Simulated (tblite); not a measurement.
# C7H10OSSi: the cost of one run

Programs: tblite 0.8.0 and PySCF 2.14.0, with density-fitted response routines of our own. Each step states its level of theory. These are calculated values for one molecule in the gas phase, unless marked as measured. Atoms are numbered from 0 throughout.

### Step 1. The molecule as given

20 atoms, charge 0, multiplicity 1; geometry from: force field or distance geometry start.

Bonds of the start (Å): C0–C1 1.23, C1–Si2 1.80, Si2–C3 1.86, C3–C4 1.32, C4–S5 1.78, S5–C6 1.82, C3–C7 1.44, C7–C8 1.48, C7–O9 1.25, C0–H10 1.06, Si2–H11 1.47, Si2–H12 1.47, C4–H13 1.10, C6–H14 1.11, C6–H15 1.12, C6–H16 1.10, C8–H17 1.12, C8–H18 1.13, C8–H19 1.11.

### Step 2. Optimising the geometry with GFN2-xTB

The job: settings as JSON, then the geometry in Å.

```
{"job": {"kind": "relax", "xc": "GFN2-xTB", "basis": "xTB"}, "charge": 0, "multiplicity": 1}
C      3.359100    -1.890000     0.238500
C      2.893400    -0.848300    -0.219700
Si     2.249400     0.691900    -0.893300
C      0.422800     0.687700    -0.564500
C     -0.217000    -0.439300    -0.830200
S     -1.973500    -0.554700    -0.548300
C     -2.264400    -2.112700     0.350300
C     -0.161300     1.877700    -0.008500
C     -1.595500     2.046100     0.324800
O      0.587600     2.856300     0.202400
H      3.759200    -2.785700     0.626800
H      2.886700     1.872400    -0.304100
H      2.481300     0.766600    -2.338900
H      0.356400    -1.283200    -1.253600
H     -2.338500    -1.908500     1.439100
H     -1.385800    -2.778300     0.165400
H     -3.157000    -2.603600    -0.051900
H     -1.922600     1.339600     1.132300
H     -1.715500     3.114000     0.679500
H     -2.270100     1.962700    -0.558900
```

Started as:

```bash
$ OMP_NUM_THREADS=1 python probes_run.py task.json out
```

This one command runs all jobs of the session in turn.

**Question.** How long does this first job take on 1 thread of Arm Neoverse V2, shared host, and how much memory does it need?

About 1.8 s, with a peak of 0.18 GiB.
